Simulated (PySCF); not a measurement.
# BF2H3Si: electronic excitations at several levels of theory

Aim: compute the electronic excitations of BF2H3Si (`FB(F)[SiH3]`) at several levels, and see how far they spread and what each costs.

Computed with PySCF 2.14.0, with density-fitted response routines of our own, on a single molecule in the gas phase. Atoms count from 0, in the outputs and in this text.

## 1. Starting geometry

7 atoms, charge 0, multiplicity 1; geometry from: PBE0-D3(BJ)/def2-SVP.

Bonds of the start (Å): F0–B1 1.32, B1–F2 1.32, B1–Si3 2.04, Si3–H4 1.50, Si3–H5 1.49, Si3–H6 1.50.

## 2. Excited states and response: wB97X-D/def2-SVPD

What the job is given:

```
{"job": {"kind": "uv", "xc": "wB97X-D", "basis": "def2-SVPD", "ip": true}, "charge": 0, "multiplicity": 1}
F      1.686538    -1.310994     0.389228
B      1.178646    -0.133842     0.074783
F      2.044802     0.836671    -0.142721
Si    -0.836577     0.114967    -0.064708
H     -1.488898    -0.366950     1.191320
H     -1.202606     1.542988    -0.297734
H     -1.347381    -0.713862    -1.201037
```

With the program's defaults for keys left out, this is: TDDFT wB97X-D/def2-SVPD, vertical, gas phase, core orbitals frozen in the response.

Launch:

```console
$ OMP_NUM_THREADS=1 python probes_run.py task.json out
```

This one command runs all jobs of the session in turn.

Log:

```text
coarse grid: 6744 points
cycle   1  E = -515.4779990235  dE =  1.524e-01  |g| = 6.110e-01  |ddm| = 2.946e+00
cycle   2  E = -515.4756281352  dE =  2.371e-03  |g| = 7.020e-01  |ddm| = 1.017e+00
cycle   3  E = -515.5519343008  dE = -7.631e-02  |g| = 3.221e-02  |ddm| = 4.587e-01
cycle   4  E = -515.5522796537  dE = -3.454e-04  |g| = 1.023e-02  |ddm| = 9.361e-02
cycle   5  E = -515.5523190631  dE = -3.941e-05  |g| = 1.322e-03  |ddm| = 3.374e-02
cycle   6  E = -515.5523201189  dE = -1.056e-06  |g| = 5.203e-04  |ddm| = 6.533e-03
final grid: 62464 points
cycle   7  E = -515.6164910461  dE = -5.731e-05  |g| = 4.063e-03  |ddm| = 9.738e-02
cycle   8  E = -515.6164922004  dE = -1.154e-06  |g| = 4.049e-03  |ddm| = 1.650e-02
cycle   9  E = -515.6164945683  dE = -2.368e-06  |g| = 3.510e-04  |ddm| = 2.413e-03
cycle  10  E = -515.6164946101  dE = -4.179e-08  |g| = 1.232e-04  |ddm| = 1.598e-03
cycle  11  E = -515.6164946147  dE = -4.641e-09  |g| = 1.582e-05  |ddm| = 3.333e-04
cycle  12  E = -515.6164946149  dE = -1.953e-10  |g| = 3.740e-06  |ddm| = 5.782e-05
converged SCF energy = -515.6164946149

Static polarisability (au): isotropic 43.900, principal 39.976 43.165 48.558

Singlet excitations
state   eV       nm        f      main configurations
  1   6.7300    184.2   0.03803   H->L 0.96
  2   7.9051    156.8   0.01105   H-1->L 0.95
  3   8.2239    150.8   0.05550   H-2->L 0.89
  4   8.5531    145.0   0.07600   H->L+1 0.67, H->L+2 0.27
  5   8.7735    141.3   0.02455   H->L+2 0.59, H->L+1 0.30
  6   9.4099    131.8   0.02288   H-2->L+2 0.38, H-3->L 0.19, H-1->L+1 0.14
  7   9.4336    131.4   0.05378   H-1->L+1 0.38, H-3->L 0.28
  8   9.4698    130.9   0.01426   H-3->L 0.41, H-2->L+2 0.20, H-2->L+3 0.10
  9   9.4910    130.6   0.09172   H->L+5 0.62, H-2->L+1 0.23
 10   9.5689    129.6   0.17413   H-2->L+1 0.59, H->L+5 0.22

Triplet excitations (Tamm-Dancoff, eV): 5.4778 7.4097 7.5959 7.9841
Vertical ionisation energy (delta-SCF) = 11.6769 eV
```

It took 42 s on 1 thread of Arm Neoverse V2, shared host; peak memory 0.51 GiB.

Frontier orbitals and where they lie:

```csv
orbital,eV,atoms
HOMO−3,-14.42,"F0 47 %, F2 47 %, B1 4 %"
HOMO−2,-12.02,"Si3 43 %, H6 27 %, H4 22 %"
HOMO−1,-11.99,"Si3 42 %, H5 33 %, H4 13 %"
HOMO,-11.11,"Si3 34 %, B1 26 %, F2 12 %"
LUMO,0.65,"B1 38 %, Si3 26 %, F2 13 %"
LUMO+1,1.77,"B1 43 %, Si3 32 %, H4 6 %"
LUMO+2,2.48,"Si3 48 %, H5 14 %, B1 11 %"
```

With each of the 10 states as a Gaussian band of 0.4 eV half-width at 1/e, the curve within the window shown has maxima at 185 nm (ε 1,500), 147 nm (ε 5,100), 131 nm (ε 14,000) L/(mol cm). Beyond the last state computed it falls off for lack of states. The curve at chosen wavelengths:

```tsv
nm	ε (L/mol/cm)
126	6667
129	12915
132	13494
135	8606
138	4645
141	3996
144	4780
147	5119
150	4571
153	3481
156	2298
159	1327
162	680
166	269
169	223
172	364
175	664
178	1045
181	1377
184	1535
187	1469
190	1223
193	898
196	588
199	347
202	187
```

Further results of this job:

```csv
property,computed
dipole moment (D),0.99
polarisability (Å³),6.51
HOMO–LUMO gap (eV),11.77
−ε(HOMO) (eV),11.11
```

## 3. TDDFT and polarisability: LC-wPBE/def2-SVPD

The job, as its differences from that of step 2:

```diff
@@ -1,2 +1,2 @@
-{"job": {"kind": "uv", "xc": "wB97X-D", "basis": "def2-SVPD", "ip": true}, "charge": 0, "multiplicity": 1}
+{"job": {"kind": "uv", "xc": "LC-wPBE", "basis": "def2-SVPD", "ip": true}, "charge": 0, "multiplicity": 1}
 F      1.686538    -1.310994     0.389228
```

With the program's defaults for keys left out, this is: TDDFT LC-wPBE/def2-SVPD, vertical, gas phase, core orbitals frozen in the response.

Log:

```text
coarse grid: 6744 points
cycle   1  E = -515.2968314406  dE =  1.579e-01  |g| = 6.212e-01  |ddm| = 2.859e+00
cycle   2  E = -515.3128694362  dE = -1.604e-02  |g| = 6.574e-01  |ddm| = 1.023e+00
cycle   3  E = -515.3786273085  dE = -6.576e-02  |g| = 4.048e-02  |ddm| = 4.346e-01
cycle   4  E = -515.3792153196  dE = -5.880e-04  |g| = 1.191e-02  |ddm| = 1.122e-01
cycle   5  E = -515.3792818261  dE = -6.651e-05  |g| = 1.743e-03  |ddm| = 4.213e-02
cycle   6  E = -515.3792839168  dE = -2.091e-06  |g| = 6.347e-04  |ddm| = 8.487e-03
final grid: 62464 points
cycle   7  E = -515.4646230285  dE = -3.674e-05  |g| = 7.717e-03  |ddm| = 3.362e-02
cycle   8  E = -515.4646202599  dE =  2.769e-06  |g| = 8.081e-03  |ddm| = 9.153e-03
cycle   9  E = -515.4646303835  dE = -1.012e-05  |g| = 2.070e-04  |ddm| = 4.485e-03
cycle  10  E = -515.4646304008  dE = -1.730e-08  |g| = 6.937e-05  |ddm| = 7.275e-04
cycle  11  E = -515.4646304029  dE = -2.104e-09  |g| = 3.203e-05  |ddm| = 1.817e-04
cycle  12  E = -515.4646304031  dE = -2.614e-10  |g| = 1.469e-05  |ddm| = 4.790e-05
converged SCF energy = -515.4646304031

Static polarisability (au): isotropic 43.191, principal 39.355 42.776 47.441

Singlet excitations
state   eV       nm        f      main configurations
  1   6.8008    182.3   0.03845   H->L 0.95
  2   8.4087    147.4   0.01093   H-1->L 0.91
  3   8.7069    142.4   0.01607   H-2->L 0.57, H->L+3 0.31
  4   8.8644    139.9   0.11385   H->L+1 0.29, H-2->L 0.29, H->L+3 0.28
  5   9.0934    136.3   0.04660   H->L+1 0.59, H->L+3 0.26
  6   9.4921    130.6   0.00068   H-3->L 0.83
  7   9.6406    128.6   0.01269   H-2->L+3 0.57, H-2->L+4 0.14
  8   9.7838    126.7   0.04988   H-1->L+4 0.20, H-1->L+1 0.19, H->L+5 0.15
  9   9.8068    126.4   0.04349   H->L+5 0.57, H-1->L+1 0.10, H-1->L+4 0.09
 10   9.9392    124.7   0.28113   H-2->L+1 0.66, H-2->L+4 0.08

Triplet excitations (Tamm-Dancoff, eV): 5.3368 7.6342 7.9018 8.0013
Vertical ionisation energy (delta-SCF) = 11.8022 eV
```

It took 51 s on 1 thread of Arm Neoverse V2, shared host; peak memory 0.49 GiB.

This run: HOMO -11.96 eV, LUMO 1.13 eV; lowest singlet 6.80 eV.

## 4. Excited states and response: PBE0/6-31G*

The job, as its differences from that of step 3:

```diff
@@ -1,2 +1,2 @@
-{"job": {"kind": "uv", "xc": "LC-wPBE", "basis": "def2-SVPD", "ip": true}, "charge": 0, "multiplicity": 1}
+{"job": {"kind": "uv", "xc": "PBE0", "basis": "6-31G*"}, "charge": 0, "multiplicity": 1}
 F      1.686538    -1.310994     0.389228
```

Level: TDDFT PBE0/6-31G*, vertical, gas phase, core orbitals frozen in the response.

Log:

```text
coarse grid: 6744 points
cycle   1  E = -515.5012962451  dE =  1.757e-01  |g| = 6.231e-01  |ddm| = 2.277e+00
cycle   2  E = -515.4324651886  dE =  6.883e-02  |g| = 9.146e-01  |ddm| = 8.034e-01
cycle   3  E = -515.5659568046  dE = -1.335e-01  |g| = 1.356e-02  |ddm| = 4.835e-01
cycle   4  E = -515.5660030428  dE = -4.624e-05  |g| = 4.706e-03  |ddm| = 2.101e-02
cycle   5  E = -515.5660100711  dE = -7.028e-06  |g| = 1.307e-03  |ddm| = 7.077e-03
final grid: 62464 points
cycle   6  E = -515.5552730214  dE = -1.891e-05  |g| = 2.036e-03  |ddm| = 1.186e-02
cycle   7  E = -515.5552724637  dE =  5.577e-07  |g| = 2.873e-03  |ddm| = 3.057e-03
cycle   8  E = -515.5552738160  dE = -1.352e-06  |g| = 2.109e-04  |ddm| = 1.633e-03
cycle   9  E = -515.5552738264  dE = -1.038e-08  |g| = 5.550e-05  |ddm| = 2.939e-04
cycle  10  E = -515.5552738274  dE = -9.763e-10  |g| = 1.016e-05  |ddm| = 7.727e-05
converged SCF energy = -515.5552738274

Static polarisability (au): isotropic 34.626, principal 30.771 34.731 38.375

Singlet excitations
state   eV       nm        f      main configurations
  1   6.7683    183.2   0.03953   H->L 0.97
  2   7.9070    156.8   0.02080   H-1->L 0.96
  3   8.2274    150.7   0.04662   H-2->L 0.89
  4   8.8374    140.3   0.02197   H->L+1 0.88
  5   9.0866    136.4   0.00049   H-3->L 0.97
  6   9.5369    130.0   0.14548   H->L+2 0.71, H-1->L+1 0.15
  7   9.7959    126.6   0.00530   H-2->L+2 0.49, H-2->L+1 0.42
  8   9.9682    124.4   0.06926   H-1->L+2 0.35, H-2->L+2 0.20, H->L+3 0.19
  9  10.0163    123.8   0.05802   H->L+3 0.41, H-1->L+2 0.23, H-2->L+1 0.14
 10  10.3010    120.4   0.05130   H->L+3 0.34, H-2->L+1 0.26, H-2->L+2 0.21

Triplet excitations (Tamm-Dancoff, eV): 5.4729 7.2837 7.5031 7.9603
```

Run time: 3.3 s. Hardware: 1 thread of Arm Neoverse V2, shared host; peak memory 0.36 GiB.

In short: HOMO -8.91 eV, LUMO -0.73 eV; lowest singlet 6.77 eV.

## 5. TDDFT and polarisability: PBE0/def2-SVP

The job, as its differences from that of step 4:

```diff
@@ -1,2 +1,2 @@
-{"job": {"kind": "uv", "xc": "PBE0", "basis": "6-31G*"}, "charge": 0, "multiplicity": 1}
+{"job": {"kind": "uv", "xc": "PBE0", "basis": "def2-SVP"}, "charge": 0, "multiplicity": 1}
 F      1.686538    -1.310994     0.389228
```

Method: TDDFT PBE0/def2-SVP, vertical, gas phase, core orbitals frozen in the response.

Log:

```text
coarse grid: 6744 points
cycle   1  E = -515.1937136688  dE =  1.562e-01  |g| = 5.958e-01  |ddm| = 2.549e+00
cycle   2  E = -515.1278304332  dE =  6.588e-02  |g| = 8.828e-01  |ddm| = 9.565e-01
cycle   3  E = -515.2546867585  dE = -1.269e-01  |g| = 1.236e-02  |ddm| = 5.844e-01
cycle   4  E = -515.2547206881  dE = -3.393e-05  |g| = 2.676e-03  |ddm| = 1.291e-02
cycle   5  E = -515.2547217312  dE = -1.043e-06  |g| = 1.076e-03  |ddm| = 2.845e-03
final grid: 62464 points
cycle   6  E = -515.3176948984  dE = -2.946e-05  |g| = 2.472e-03  |ddm| = 1.311e-02
cycle   7  E = -515.3176943440  dE =  5.544e-07  |g| = 3.205e-03  |ddm| = 4.545e-03
cycle   8  E = -515.3176960483  dE = -1.704e-06  |g| = 3.919e-04  |ddm| = 2.293e-03
cycle   9  E = -515.3176960792  dE = -3.091e-08  |g| = 8.040e-05  |ddm| = 4.714e-04
cycle  10  E = -515.3176960804  dE = -1.273e-09  |g| = 3.010e-05  |ddm| = 9.994e-05
cycle  11  E = -515.3176960806  dE = -1.562e-10  |g| = 4.050e-06  |ddm| = 2.305e-05
converged SCF energy = -515.3176960806

Static polarisability (au): isotropic 37.338, principal 34.137 37.569 40.309

Singlet excitations
state   eV       nm        f      main configurations
  1   6.6787    185.6   0.04267   H->L 0.96
  2   7.6515    162.0   0.02158   H-1->L 0.96
  3   7.9846    155.3   0.07086   H-2->L 0.93
  4   8.7445    141.8   0.03538   H->L+1 0.90
  5   9.1161    136.0   0.00018   H-3->L 0.98
  6   9.6379    128.6   0.03698   H-2->L+1 0.83
  7   9.7055    127.7   0.00287   H->L+2 0.69, H->L+3 0.15, H-1->L+1 0.10
  8   9.8704    125.6   0.00175   H->L+4 0.85, H-2->L+2 0.09
  9   9.9285    124.9   0.02323   H-1->L+1 0.46, H->L+3 0.36, H-1->L+2 0.14
 10  10.3438    119.9   0.43328   H-1->L+2 0.39, H->L+3 0.27, H->L+2 0.14

Triplet excitations (Tamm-Dancoff, eV): 5.3236 7.0390 7.2575 7.8107
```

It took 3.9 s on 1 thread of Arm Neoverse V2, shared host; peak memory 0.37 GiB.

In short: HOMO -9.09 eV, LUMO -1.03 eV; lowest singlet 6.68 eV.

## 6. Ultraviolet spectrum: PBE0/def2-TZVP

The job, as its differences from that of step 5:

```diff
@@ -1,2 +1,2 @@
-{"job": {"kind": "uv", "xc": "PBE0", "basis": "def2-SVP"}, "charge": 0, "multiplicity": 1}
+{"job": {"kind": "uv", "xc": "PBE0", "basis": "def2-TZVP"}, "charge": 0, "multiplicity": 1}
 F      1.686538    -1.310994     0.389228
```

Method: TDDFT PBE0/def2-TZVP, vertical, gas phase, core orbitals frozen in the response.

Log:

```text
coarse grid: 6744 points
cycle   1  E = -515.6300755126  dE =  1.785e-01  |g| = 6.126e-01  |ddm| = 1.961e+00
cycle   2  E = -515.5579641893  dE =  7.211e-02  |g| = 9.483e-01  |ddm| = 6.590e-01
cycle   3  E = -515.6883871289  dE = -1.304e-01  |g| = 1.583e-02  |ddm| = 3.804e-01
cycle   4  E = -515.6884241532  dE = -3.702e-05  |g| = 4.902e-03  |ddm| = 1.495e-02
cycle   5  E = -515.6884268603  dE = -2.707e-06  |g| = 1.472e-03  |ddm| = 3.512e-03
final grid: 62464 points
cycle   6  E = -515.6918994583  dE = -9.816e-05  |g| = 4.799e-03  |ddm| = 3.348e-02
cycle   7  E = -515.6918969809  dE =  2.477e-06  |g| = 6.315e-03  |ddm| = 4.755e-03
cycle   8  E = -515.6919024910  dE = -5.510e-06  |g| = 6.663e-04  |ddm| = 2.660e-03
cycle   9  E = -515.6919025569  dE = -6.594e-08  |g| = 2.221e-04  |ddm| = 4.726e-04
cycle  10  E = -515.6919025643  dE = -7.367e-09  |g| = 8.248e-05  |ddm| = 1.371e-04
cycle  11  E = -515.6919025653  dE = -1.027e-09  |g| = 8.159e-06  |ddm| = 4.012e-05
cycle  12  E = -515.6919025653  dE = -1.501e-11  |g| = 1.114e-06  |ddm| = 5.722e-06
converged SCF energy = -515.6919025653

Static polarisability (au): isotropic 42.057, principal 37.959 41.600 46.611

Singlet excitations
state   eV       nm        f      main configurations
  1   6.5795    188.4   0.03739   H->L 0.96
  2   7.5021    165.3   0.01301   H-1->L 0.97
  3   7.8145    158.7   0.05163   H-2->L 0.92
  4   8.4332    147.0   0.03743   H->L+1 0.87
  5   8.7101    142.3   0.07222   H->L+2 0.91
  6   9.1043    136.2   0.00000   H-3->L 0.97
  7   9.2881    133.5   0.14357   H->L+3 0.53, H-1->L+1 0.35
  8   9.3256    133.0   0.01965   H-2->L+1 0.41, H-2->L+2 0.40, H-2->L+3 0.09
  9   9.4280    131.5   0.01286   H->L+4 0.92
 10   9.6037    129.1   0.30401   H-1->L+1 0.36, H->L+3 0.25, H-1->L+2 0.23

Triplet excitations (Tamm-Dancoff, eV): 5.1556 6.9070 7.1390 7.6074
```

Run time: 9.5 s. Hardware: 1 thread of Arm Neoverse V2, shared host; peak memory 0.58 GiB.

Key values: HOMO -9.15 eV, LUMO -1.19 eV; lowest singlet 6.58 eV.

(Part 1 of 2 ends here.)
